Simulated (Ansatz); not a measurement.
Ta3N under changes of volume

One of the cells (14.978 Å³/atom); the others are scaled copies at fixed shape and fractional positions:

```
CELL_PARAMETERS angstrom
3.03222 0.00000 0.00000
-1.51611 2.62598 0.00000
0.00000 0.00000 7.52414
ATOMIC_POSITIONS crystal
Ta 0.66667 0.33333 0.82607
Ta 0.33333 0.66667 0.17393
Ta 0.00000 0.00000 0.50000
N 0.00000 0.00000 0.00000
```

The cell comes from a database or a generator and needn't be the stable form of this composition.

* Program: Ansatz 0.2.0
* Functional: PBE
* Potentials or basis: Ansatz PAW
* Cutoff: 420 eV (not typed: the program's choice for these potentials)
* k mesh: 10 × 10 × 4
* Occupations: fermi-dirac, width 0.05 eV
* Spin: no spin polarisation

| volume (Å³/atom) | energy over the lowest point (meV/atom) | pressure (GPa) | largest force (eV/Å) |
| --- | --- | --- | --- |
| 14.079 | 41.63 | 16.5 | 0.288 |
| 14.379 | 16.86 | 10.1 | 0.133 |
| 14.678 | 3.36 | 4.4 | 0.007 |
| 14.978 | 0.00 | -0.7 | 0.133 |
| 15.277 | 5.84 | -5.4 | 0.246 |
| 15.577 | ? | ? | ? |
| 15.877 | 41.57 | -13.4 | 0.442 |

Question: What does the run at 15.577 Å³/atom give?

Answer: Energy over the lowest point 19.96 meV/atom; pressure -9.6 GPa; largest force 0.349 eV/Å.

Worked out: A Birch-Murnaghan fit of order 3 (a polynomial in V^(-2/3)) to the other rows has its minimum at 14.93 Å³/atom with B0 = V·E''(V) = 248 GPa and B' = 4.1 at fixed shape and positions, which overstates the stiffness. It gives 19.95 meV/atom at 15.577 Å³/atom, against the run's 19.96, and -dE/dV = -9.6 GPa, against -9.6.

Energies are extrapolated to zero smearing.
